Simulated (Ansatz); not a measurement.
# Mg3ScBr3: the cost of one run

Program: Ansatz 0.2.0. Level of theory: DFT PBE, scalar-relativistic, plane waves, PAW. These are calculated values, not measurements.

## Step 1: Starting point

Symmetry: Pm-3m, No. 221, cubic system. Conventional cell: a = 5.663 Å, b = 5.663 Å, c = 5.663 Å, α = 90.00°, β = 90.00°, γ = 90.00°. Mg (site symmetry 4/mmm) is surrounded by 2 Sc at 2.83 Å and 4 Br at 2.83 Å. Around Sc (site symmetry m-3m) lie 6 Mg at 2.83 Å. Br (site symmetry 4/mmm) is surrounded by 4 Mg at 2.83 Å.

As a file:

```
CELL_PARAMETERS angstrom
5.66278 0.00000 0.00000
0.00000 5.66278 0.00000
0.00000 0.00000 5.66278
ATOMIC_POSITIONS crystal
Mg 0.00000 0.50000 0.50000
Mg 0.50000 0.50000 0.00000
Mg 0.50000 0.00000 0.50000
Sc 0.50000 0.50000 0.50000
Br 0.00000 0.50000 0.00000
Br 0.50000 0.00000 0.00000
Br 0.00000 0.00000 0.50000
```

Recipe of the guess: species swapped into a database cell of Ce3GaBr3 (Pm-3m, No. 221), with Mg on the Ce sites and Sc on the Ga sites. The dimensions are guesses.

## Step 2: A first look at the guess

Contents of input.yaml:

```yaml
crystal:
  lattice:
    - [5.66277722, 0.0, 0.0]
    - [0.0, 5.66277722, 0.0]
    - [0.0, 0.0, 5.66277722]
  atoms:
    - { symbol: Mg, position: [0.0, 0.5, 0.5] }
    - { symbol: Mg, position: [0.5, 0.5, 0.0] }
    - { symbol: Mg, position: [0.5, 0.0, 0.5] }
    - { symbol: Sc, position: [0.5, 0.5, 0.5] }
    - { symbol: Br, position: [0.0, 0.5, 0.0] }
    - { symbol: Br, position: [0.5, 0.0, 0.0] }
    - { symbol: Br, position: [0.0, 0.0, 0.5] }
basis:
  ecutwfc: 420
kpoints:
  mp_grid: { grid: [4, 4, 4] }
hamiltonian:
  xc: pbe
scf:
  occupations: { method: gaussian, width: 0.1 }
  lower_state_search: "off"
output:
  forces: true
  stress: true
  eigenvalues: true
```

On the command line:

```
$ ansatz run input.yaml --threads 1 --pin off --max-ram 2048MiB --backend cpu --events-out ev --progress --plain --runs-dir out
```

What time and memory should one allow on 1 thread of Arm Neoverse V2, shared host?

About 3.9 s, with a peak of 0.4 GiB.
